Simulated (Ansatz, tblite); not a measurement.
**Ge(SiH3)2H2 (Si₂GeH₈): a ladder of methods and basis sets**

An exercise on one series of results from a longer session: the logs are not shown, and one member is left open.

The runs use Ansatz 0.2.0, Gaussian basis; as each input shows.

Levels to be run: GFN1-xTB, GFN2-xTB, PBE-D4/def2-TZVP, r2SCAN-D4/def2-TZVP, HF/def2-TZVP, HSE06-D4/def2-TZVP, r2SCAN0-D4/def2-TZVP, ωB97X-V/def2-TZVP, B2PLYP/def2-TZVP, B97M-V/def2-TZVP, BHLYP-D4/def2-TZVP, PBE-D4/def2-SVP, PBE0-D4/def2-SVP, HF/STO-3G, HF/6-31G, B3LYP-D4/6-31G, PBE0-D4/def2-TZVPD, PBE-D4/def2-TZVPD, r2SCAN-D4/def2-TZVPD, CCSD(T)/def2-TZVPP, MP2/def2-TZVP, RPA/def2-TZVP.

## The geometry

The singlet was relaxed beforehand with PBE-D4/def2-SVP.

11 atoms, charge 0, spin multiplicity 1.

Bond lengths: Ge1–Si2 2.394 Å, Ge1–Si6 2.394 Å, Ge1–H10 1.555 Å, Ge1–H11 1.555 Å, Si2–H3 1.505 Å, Si2–H4 1.505 Å, Si2–H5 1.505 Å, Si6–H7 1.505 Å, Si6–H8 1.505 Å, Si6–H9 1.505 Å. Angles: Si2–Ge1–Si6 110.4°, Si2–Ge1–H10 109.7°, Si2–Ge1–H11 109.7°, Si6–Ge1–H10 109.7°, Si6–Ge1–H11 109.7°, H10–Ge1–H11 107.5°, Ge1–Si2–H3 109.6°, Ge1–Si2–H4 111.3°, Ge1–Si2–H5 109.7°, H3–Si2–H4 108.8°, H3–Si2–H5 108.6°, H4–Si2–H5 108.8°, Ge1–Si6–H7 109.7°, Ge1–Si6–H8 109.6°, Ge1–Si6–H9 111.3°, H7–Si6–H8 108.6°, H7–Si6–H9 108.8°, H8–Si6–H9 108.8°.

Geometry (Å):

```
Ge   -0.8091    0.0323   -0.5748
Si   -0.8347   -0.0267    1.8183
H    -0.1538   -1.2795    2.3008
H    -2.2429   -0.0038    2.3497
H    -0.0912    1.1640    2.3621
Si    1.4430    0.0024   -1.3862
H     2.1355   -1.2471   -0.9114
H     2.1886    1.1968   -0.8536
H     1.4815    0.0370   -2.8905
H    -1.5303    1.3151   -1.0760
H    -1.5865   -1.1905   -1.1383
```

PBE0-D4/def2-TZVP was run before; its log isn't repeated, and its numbers join the tables.

The first run:

Tight binding, by tblite at 300 K electronic temperature and without a spin-polarisation term:

```python
tblite.interface.Calculator('GFN1-xTB', numbers, positions, charge=0, uhf=0).singlepoint()
```

Tight binding, by tblite at 300 K electronic temperature and without a spin-polarisation term:

```python
tblite.interface.Calculator('GFN2-xTB', numbers, positions, charge=0, uhf=0).singlepoint()
```

start.molden holds the orbitals of an earlier run on this state, given as this run's starting guess.

Contents of in.yaml:

```yaml
crystal:
  periodic: [false, false, false]
  atoms:
    - {symbol: Ge, position_ang: [-0.809080, 0.032293, -0.574795]}
    - {symbol: Si, position_ang: [-0.834728, -0.026658, 1.818296]}
    - {symbol: H, position_ang: [-0.153846, -1.279544, 2.300787]}
    - {symbol: H, position_ang: [-2.242904, -0.003806, 2.349673]}
    - {symbol: H, position_ang: [-0.091178, 1.163976, 2.362051]}
    - {symbol: Si, position_ang: [1.442985, 0.002358, -1.386161]}
    - {symbol: H, position_ang: [2.135548, -1.247060, -0.911356]}
    - {symbol: H, position_ang: [2.188566, 1.196789, -0.853642]}
    - {symbol: H, position_ang: [1.481481, 0.037040, -2.890540]}
    - {symbol: H, position_ang: [-1.530334, 1.315116, -1.076047]}
    - {symbol: H, position_ang: [-1.586500, -1.190504, -1.138266]}
basis:
  gaussian: {orbitals: def2-TZVP, initial_orbitals: start.molden}
hamiltonian: {xc: pbe, dispersion: d4}
scf: {omitted_lower_state_checks: [starts]}
output: {orbitals: {seedname: orbitals}}
```

Command:

```console
ansatz run in.yaml --threads 4 --pin off --events-out ev --progress --plain --max-ram 3916MiB
```

Among the steps run: PBE-D4/def2-TZVP; r2SCAN-D4/def2-TZVP; HF/def2-TZVP; HSE06-D4/def2-TZVP; r2SCAN0-D4/def2-TZVP; ωB97X-V/def2-TZVP; B2PLYP/def2-TZVP; B97M-V/def2-TZVP; BHLYP-D4/def2-TZVP; PBE-D4/def2-SVP; PBE0-D4/def2-SVP; HF/STO-3G; HF/6-31G; B3LYP-D4/6-31G; PBE0-D4/def2-TZVPD; PBE-D4/def2-TZVPD; r2SCAN-D4/def2-TZVPD; CCSD(T)/def2-TZVPP; MP2/def2-TZVP; RPA/def2-TZVP.

One of the session's tables, all rows but one given; the rest of the session is left out.

```
               level  HOMO (eV)  LUMO (eV)  gap (eV)
           HF/STO-3G      -8.04      10.09     18.12
            HF/6-31G     -10.27       3.05     13.32
        HF/def2-TZVP     -10.29       2.90     13.19
     PBE-D4/def2-SVP          ?          ?         ?
    PBE-D4/def2-TZVP      -6.89      -0.97      5.92
   PBE-D4/def2-TZVPD      -6.89      -1.06      5.83
 r2SCAN-D4/def2-TZVP      -7.14      -0.69      6.45
r2SCAN-D4/def2-TZVPD      -7.13      -0.72      6.41
    B97M-V/def2-TZVP      -7.29      -0.92      6.37
      B3LYP-D4/6-31G      -7.73      -0.02      7.71
    PBE0-D4/def2-SVP      -7.97       0.05      8.02
   PBE0-D4/def2-TZVP      -7.92      -0.16      7.76
  PBE0-D4/def2-TZVPD      -7.92      -0.30      7.62
r2SCAN0-D4/def2-TZVP      -8.08      -0.01      8.07
  HSE06-D4/def2-TZVP      -7.54      -0.53      7.01
  BHLYP-D4/def2-TZVP      -8.83       0.72      9.55
   ωB97X-V/def2-TZVP     -10.10       1.81     11.90
```

Estimate the missing values for PBE-D4/def2-SVP.

As computed: HOMO (eV): -6.89; LUMO (eV): -0.73; gap (eV): 6.16.
